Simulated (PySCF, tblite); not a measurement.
# C₅H₄ClFS: dynamics, then NMR shifts on frames

Aim: move C₅H₄ClFS (`FCc1ccsc1Cl`) away from its starting geometry and see how NMR shifts follow the geometry.

Programs: tblite 0.8.0 and PySCF 2.14.0, with density-fitted response routines of our own. Each step states its level of theory. These are calculated values for one molecule in the gas phase, unless marked as measured. Atoms count from 0, in the outputs and in this text.

## 1. The molecule as given

12 atoms, charge 0, multiplicity 1; geometry from: GFN2-xTB.

Bonds of the start (Å): F0–C1 1.37, C1–C2 1.50, C2–C3 1.42, C3–C4 1.35, C4–S5 1.72, S5–C6 1.73, C6–Cl7 1.71, C6–C2 1.36, C1–H8 1.09, C1–H9 1.10, C3–H10 1.07, C4–H11 1.07.

## 2. Thermal motion with GFN2-xTB

The job: settings as JSON, then the geometry in Å.

```
{"job": {"kind": "md", "xc": "GFN2-xTB", "basis": "xTB", "temperature": 300, "steps": 2000, "every": 50, "frames": 5}, "charge": 0, "multiplicity": 1}
F     -1.532036    -1.731844    -0.902540
C     -1.579711    -0.626126    -0.089777
C     -0.236400     0.026128    -0.004037
C      0.985989    -0.690398     0.075285
C      2.070966     0.116376     0.148395
S      1.649911     1.784708     0.134253
C     -0.028297     1.374870     0.010831
Cl    -1.226117     2.594968    -0.055284
H     -2.325112     0.055383    -0.511244
H     -1.911045    -0.978709     0.895541
H      1.029676    -1.763926     0.061825
H      3.103375    -0.162115     0.210726
```

Method: GFN2-xTB Langevin dynamics, gas phase.

The run is started by

```sh
OMP_NUM_THREADS=1 python probes_run.py task.json out
```

One launch serves the whole session: the jobs run in the order shown.

What it wrote:

```text
t/fs     T/K      E/eV
    0.0   261.5   -687.20575
   25.0   174.8   -686.94126
   50.0   198.6   -686.90576
   75.0   269.5   -686.93918
  100.0   202.3   -686.92946
  125.0   175.6   -686.90428
  150.0   211.9   -686.91705
  175.0   189.8   -686.83640
  200.0   201.0   -686.87754
  225.0   280.3   -686.97910
  250.0   227.1   -686.86894
  275.0   205.4   -686.75374
  300.0   277.2   -686.84556
  325.0   299.1   -686.81447
  350.0   310.4   -686.69841
  375.0   350.6   -686.75475
  400.0   261.6   -686.58771
  425.0   274.5   -686.49656
  450.0   494.4   -686.54917
  475.0   363.3   -686.60274
  500.0   264.1   -686.47040
  525.0   388.0   -686.69118
  550.0   284.5   -686.67027
  575.0   265.4   -686.68383
  600.0   325.6   -686.73391
  625.0   273.3   -686.54079
  650.0   310.1   -686.66102
  675.0   226.8   -686.65124
  700.0   297.0   -686.85859
  725.0   339.8   -686.86090
  750.0   253.0   -686.85746
  775.0   190.4   -686.85721
  800.0   259.7   -686.90074
  825.0   208.1   -686.80636
  850.0   306.6   -686.91121
  875.0   315.3   -686.87820
  900.0   296.7   -686.85348
  925.0   273.8   -686.88895
  950.0   238.6   -686.78219
  975.0   365.4   -686.94172
 1000.0   280.9   -686.78856
```

It took 14 s on 1 thread of Arm Neoverse V1, shared host; peak memory 0.18 GiB.

Distance from the start (root mean square after alignment): 0 fs 0.00 Å, 200 fs 0.13 Å, 400 fs 0.76 Å, 600 fs 1.11 Å, 800 fs 1.03 Å, 1000 fs 0.67 Å.

Positions (Å) and forces (eV/Å) at 1000 fs:

```xyz
12

F    -2.267   -1.665    1.420    0.242   -0.582    0.499
C    -2.026   -1.135    0.189   -0.239    0.542    0.438
C    -0.775   -0.291    0.197    0.247   -0.438   -0.430
C     0.550   -0.536    0.715   -0.408   -0.984    1.007
C     1.430    0.477    0.654   -0.702    1.495   -0.777
S     0.664    1.789   -0.245    0.548   -0.016    0.250
C    -0.839    0.910   -0.429    1.617    0.625    0.104
Cl   -1.929    1.583   -1.524   -0.715    0.043   -0.038
H    -2.000   -1.961   -0.530   -0.035    0.112    0.012
H    -2.911   -0.463    0.071    0.553   -0.365   -0.584
H     0.874   -1.440    1.225   -0.578    0.032   -0.142
H     2.412    0.679    1.076   -0.529   -0.464   -0.340
```

## 3. NMR shieldings: 250 fs, PBE0/pcSseg-1

The job: settings as JSON, then the geometry in Å.

```
{"job": {"kind": "nmr", "xc": "PBE0", "basis": "pcSseg-1", "pop": false}, "charge": 0, "multiplicity": 1}
F     -1.896900    -1.341400    -0.831400
C     -1.890400    -0.618900     0.319000
C     -0.501600     0.016000     0.419400
C      0.723000    -0.680400     0.392600
C      1.724800     0.133900     0.107000
S      1.249700     1.822500     0.001700
C     -0.361400     1.383800     0.223000
Cl    -1.596300     2.595600     0.119600
H     -2.646000     0.206500     0.237000
H     -2.053800    -1.292600     1.166100
H      0.643700    -1.734100     0.443000
H      2.769200    -0.016900     0.047700
```

With the program's defaults for keys left out, this is: GIAO PBE0/pcSseg-1 NMR shielding, non-relativistic, gas phase.

What it wrote:

```text
coarse grid: 12248 points
cycle   1  E = -1150.3383180134  dE =  1.481e+00  |g| = 5.385e-01  |ddm| = 3.646e+00
cycle   2  E = -1150.2568169713  dE =  8.150e-02  |g| = 8.322e-01  |ddm| = 1.192e+00
cycle   3  E = -1150.3921480063  dE = -1.353e-01  |g| = 1.113e-01  |ddm| = 8.496e-01
cycle   4  E = -1150.3947393361  dE = -2.591e-03  |g| = 6.140e-02  |ddm| = 1.849e-01
cycle   5  E = -1150.3955990342  dE = -8.597e-04  |g| = 9.667e-03  |ddm| = 5.690e-02
cycle   6  E = -1150.3956168037  dE = -1.777e-05  |g| = 3.201e-03  |ddm| = 1.403e-02
cycle   7  E = -1150.3956186266  dE = -1.823e-06  |g| = 1.605e-03  |ddm| = 4.433e-03
final grid: 112624 points
cycle   8  E = -1150.4523251607  dE = -3.522e-05  |g| = 8.174e-03  |ddm| = 3.130e-02
cycle   9  E = -1150.4523092567  dE =  1.590e-05  |g| = 1.124e-02  |ddm| = 1.857e-02
cycle  10  E = -1150.4523399218  dE = -3.067e-05  |g| = 1.299e-03  |ddm| = 1.282e-02
cycle  11  E = -1150.4523402823  dE = -3.605e-07  |g| = 5.180e-04  |ddm| = 2.128e-03
cycle  12  E = -1150.4523403468  dE = -6.448e-08  |g| = 1.241e-04  |ddm| = 5.469e-04
cycle  13  E = -1150.4523403501  dE = -3.281e-09  |g| = 3.975e-05  |ddm| = 1.552e-04
cycle  14  E = -1150.4523403504  dE = -3.658e-10  |g| = 1.404e-05  |ddm| = 5.859e-05
converged SCF energy = -1150.4523403504

GIAO shielding tensors (ppm)
atom      isotropic    diamagn.    paramagn.     s11        s22        s33       span
  0 F      398.672     474.147     -75.475    359.910    377.736    458.371     98.460
  1 C      104.794     236.732    -131.938     76.847     84.950    152.584     75.737
  2 C       36.951     260.497    -223.546    -39.497     22.551    127.799    167.296
  3 C       63.669     249.596    -185.928    -13.626     38.891    165.740    179.366
  4 C       55.168     257.218    -202.050    -17.665     45.606    137.565    155.230
  5 S      253.532    1055.766    -802.233     85.627    303.249    371.722    286.095
  6 C       39.723     259.588    -219.865    -42.206     68.627     92.747    134.953
  7 Cl     751.159    1146.261    -395.102    494.175    786.519    972.782    478.607
  8 H       25.185      27.075      -1.889     19.845     25.888     29.823      9.978
  9 H       26.142      26.688      -0.547     23.065     25.533     29.827      6.762
 10 H       24.469      31.432      -6.964     21.292     25.461     26.653      5.361
 11 H       25.148      30.650      -5.502     21.779     24.465     29.200      7.421
```

Run time: 31 s. Hardware: 1 thread of Arm Neoverse V1, shared host; peak memory 0.75 GiB.

Shifts follow as δ = σ(reference) − σ, with reference shieldings (ppm) from runs at the same level and on the same kind of geometry: 1H TMS 31.72, 13C TMS 186.9, 19F CFCl3 170.9, 33S CS2 504, 35Cl HCl 950. The references are single molecules in the gas phase, so shifts against H2O, NH3, PH3, H3PO4 or CFCl3 are not on the usual liquid scales and can be off by tens of ppm. Each atom is listed at this fixed geometry, with no averaging over motion; a spectrum would average atoms that exchange fast.

```tsv
atoms	environment	σ (ppm)	δ (ppm)
C2	substituted aromatic carbon	37.0	150.0
C6	aromatic carbon bearing chlorine	39.7	147.2
C4	aromatic CH next to the ring sulfur	55.2	131.8
C3	aromatic CH	63.7	123.3
C1	sp3 CH2 bonded to F, on an aromatic ring	104.8	82.1
H10	hydrogen on an aromatic CH	24.47	7.25
H11	hydrogen on an aromatic CH next to the ring sulfur	25.15	6.57
H8	hydrogen on an sp3 CH2 bonded to F, on an aromatic ring	25.19	6.53
H9	hydrogen on an sp3 CH2 bonded to F, on an aromatic ring	26.14	5.58
F0	fluorine on an sp3 carbon	398.7	-227.7
S5	aromatic ring sulfur	254	250
Cl7	chlorine bonded to C	751	199
```

Ring of atoms C2, C3, C4, S5, C6: NICS(0) -11.9, NICS(1) -10.3, NICS(1)zz -23.1 ppm (means of both faces).

The fields below are evaluated on a grid from the run's orbitals.

Frontier orbitals at PBE0/pcSseg-1, with the share of their density that lies nearest to each atom:

```tsv
orbital	energy (eV)	lies on
HOMO	-6.99	C2, C4, C6 about 23 % each; Cl7 16 %
LUMO	-0.91	C6 26 %; S5 20 %; C4 18 %
```

ELF in a plane through or near 10 of the atoms.

Ten even steps from '0' (0.00) to '9' (1.00):
```
0000000000000000000000000000
0000000000000001000000000000
0000000000001455420000000000
0000000010003789864100000000
0000002454102883277410000000
0000026898511573568620000000
0000027961276687787200000000
0000014718384915100131000000
0000000377534886029999200000
0000256644413314769998200000
0002999925757436924863000000
0002999966743865523520000000
0000588512578610123200000000
0000000001899960000000000000
0000000000799970000000000000
0000000000146300000000000000
0000000000000000000000000000
0000000000000000000000000000
0000000000000000000000000000
0000000000000000000000000000
```
The map spans 11.3 Å across and 10.6 Å up, centred on the molecule. Atoms in the plane (x, y in Å): C1 (1.7, -0.4), C2 (0.2, 0.0), C3 (-0.9, -0.9), C4 (-2.0, -0.2), S5 (-1.8, 1.5), C6 (-0.2, 1.3), Cl7 (0.9, 2.7), H8 (2.3, 0.5), H10 (-0.7, -1.9), H11 (-3.0, -0.5).

On the surface of density 0.002 e/bohr³ the electrostatic potential runs, from the 1st to the 99th percentile, from -1.01 V near F0 to 1.27 V near H11.

## 4. Shielding tensors: 425 fs, PBE0/pcSseg-1

The job: settings as JSON, then the geometry in Å.

```
{"job": {"kind": "nmr", "xc": "PBE0", "basis": "pcSseg-1", "pop": false}, "charge": 0, "multiplicity": 1}
F     -2.662800    -0.842400    -0.283000
C     -1.750200    -1.167500     0.647800
C     -0.626300    -0.220900     0.401600
C      0.752300    -0.642500     0.464200
C      1.793100     0.217000     0.261500
S      1.055400     1.719200    -0.056200
C     -0.656400     1.045500    -0.021600
Cl    -1.901300     2.145000    -0.257600
H     -2.209800    -1.025000     1.616400
H     -1.552900    -2.223700     0.569200
H      0.843900    -1.619700     0.821200
H      2.878900     0.145400     0.308700
```

Level: GIAO PBE0/pcSseg-1 NMR shielding, non-relativistic, gas phase.

What it wrote:

```text
coarse grid: 12248 points
cycle   1  E = -1150.3285266692  dE =  1.508e+00  |g| = 5.178e-01  |ddm| = 3.707e+00
cycle   2  E = -1150.2821385780  dE =  4.639e-02  |g| = 7.280e-01  |ddm| = 1.086e+00
cycle   3  E = -1150.3781641562  dE = -9.603e-02  |g| = 9.229e-02  |ddm| = 6.975e-01
cycle   4  E = -1150.3795418927  dE = -1.378e-03  |g| = 6.484e-02  |ddm| = 1.784e-01
cycle   5  E = -1150.3805546623  dE = -1.013e-03  |g| = 9.964e-03  |ddm| = 6.831e-02
cycle   6  E = -1150.3805717710  dE = -1.711e-05  |g| = 5.636e-03  |ddm| = 1.804e-02
cycle   7  E = -1150.3805795467  dE = -7.776e-06  |g| = 1.566e-03  |ddm| = 7.249e-03
final grid: 112624 points
cycle   8  E = -1150.4357053943  dE = -3.295e-05  |g| = 7.837e-03  |ddm| = 3.580e-02
cycle   9  E = -1150.4356908418  dE =  1.455e-05  |g| = 1.062e-02  |ddm| = 1.904e-02
cycle  10  E = -1150.4357195202  dE = -2.868e-05  |g| = 1.515e-03  |ddm| = 1.383e-02
cycle  11  E = -1150.4357200326  dE = -5.124e-07  |g| = 5.625e-04  |ddm| = 2.425e-03
cycle  12  E = -1150.4357201100  dE = -7.740e-08  |g| = 1.387e-04  |ddm| = 6.106e-04
cycle  13  E = -1150.4357201145  dE = -4.564e-09  |g| = 4.459e-05  |ddm| = 1.825e-04
cycle  14  E = -1150.4357201149  dE = -4.247e-10  |g| = 1.932e-05  |ddm| = 5.860e-05
converged SCF energy = -1150.4357201149

GIAO shielding tensors (ppm)
atom      isotropic    diamagn.    paramagn.     s11        s22        s33       span
  0 F      433.186     469.656     -36.470    395.823    413.813    489.922     94.099
  1 C      108.581     235.306    -126.725     82.302     83.986    159.454     77.152
  2 C       49.235     260.724    -211.489    -26.337     30.455    143.587    169.924
  3 C       54.162     249.300    -195.138     -9.235     43.168    128.552    137.787
  4 C       58.862     260.358    -201.497    -40.305     57.425    159.465    199.770
  5 S      124.307    1054.771    -930.464    -42.803    151.960    263.763    306.566
  6 C       27.431     253.631    -226.200    -48.332     47.208     83.417    131.749
  7 Cl     739.989    1145.994    -406.005    515.817    784.020    920.130    404.313
  8 H       26.221      26.158       0.063     23.393     25.435     29.836      6.442
  9 H       26.292      27.542      -1.250     21.704     26.140     31.032      9.328
 10 H       26.288      32.581      -6.293     22.085     27.851     28.928      6.843
 11 H       23.941      29.971      -6.030     22.131     23.166     26.527      4.396
```

Wall time 19 s (1 thread of Arm Neoverse V1, shared host); peak memory 0.8 GiB.

In short: δ C6 159.5, C2 137.7, C3 132.8, C4 128.1, H11 7.78, H8 5.50 ppm.

[end of part 1 of 2]
